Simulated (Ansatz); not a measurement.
## CH₄AlIS, SMILES S[CH2][AlH][I]: a polarisability from point charges

Computed with the Ansatz DFT code, driven from Python.

Script `ch4alis_field.py`:
```python
"""Response of CH4AlIS to a pair of distant point charges."""

import ansatz as az
from ase import Atoms
import numpy as np

BASIS_SET = "def2-SVPD"
XC = "cam_b3lyp"

atoms = Atoms(["S", "C", "Al", "I", "H", "H", "H", "H"], positions=[
    (-0.1654, 1.8484, 0.4958),
    (0.7756, 0.3782, 0.3254),
    (-0.4502, -1.1946, 0.0782),
    (-1.9489, -1.2915, -1.9316),
    (-0.6357, 1.8425, -0.876),
    (1.4574, 0.484, -0.5489),
    (1.4097, 0.2438, 1.2504),
    (-0.3505, -2.3679, 1.151),
])
mol = az.Crystal.molecule_from_ase(atoms)

base = (
    mol.calculation()
    .basis(gaussian=BASIS_SET)
    .functional(XC)
    .forces()
)
# charges +q and -q at -R and +R make a nearly even field 2 k q / R^2 at the centre
centre = np.mean([site.position_ang for site in mol.cartesian_sites], axis=0)
field = 2 * 14.399645 * 3.0 / 40.0 ** 2


def dipole(axis, sign):
    arm = 40.0 * np.eye(3)[axis]
    pair = [{"charge": sign * 3.0, "position_ang": (centre - arm).tolist()}, {"charge": -sign * 3.0, "position_ang": (centre + arm).tolist()}]
    deck = base.input().set(az.key.basis.gaussian.point_charges, pair)
    return np.array(az.Session.from_dict(deck).plan().execute().report["charge_distribution"]["dipole_moment_e_ang"])


print(f"field {field:.4f} V/A")
alpha = np.array([(dipole(axis, 1) - dipole(axis, -1)) / (2 * field) * 14.399645 for axis in range(3)])
print("polarisability tensor (A^3)")
print(np.array2string(alpha, precision=3, suppress_small=True))
print(f"mean {np.trace(alpha) / 3:.3f} A^3 = {np.trace(alpha) / 3 / 0.14818471:.2f} bohr^3")
```

```console
$ python ch4alis_field.py
field 0.0540 V/A
polarisability tensor (A^3)
[[13.588  0.877  2.281]
 [ 0.874 15.311  0.722]
 [ 2.282  0.728 14.479]]
mean 14.459 A^3 = 97.58 bohr^3
```

The geometry is a force-field or estimated start, not a minimum of this method, and the basis set is short of its limit. The field of two point charges is only nearly even. def2 sets replace the cores of elements past krypton by effective core potentials. Hardware and time: 62 s on 1 thread of Intel(R) Xeon(R) Platinum 8488C (Sapphire Rapids), on a shared host, peak memory 0.51 GiB.

(Lines on the test bed's own set-up are left out of the output.)
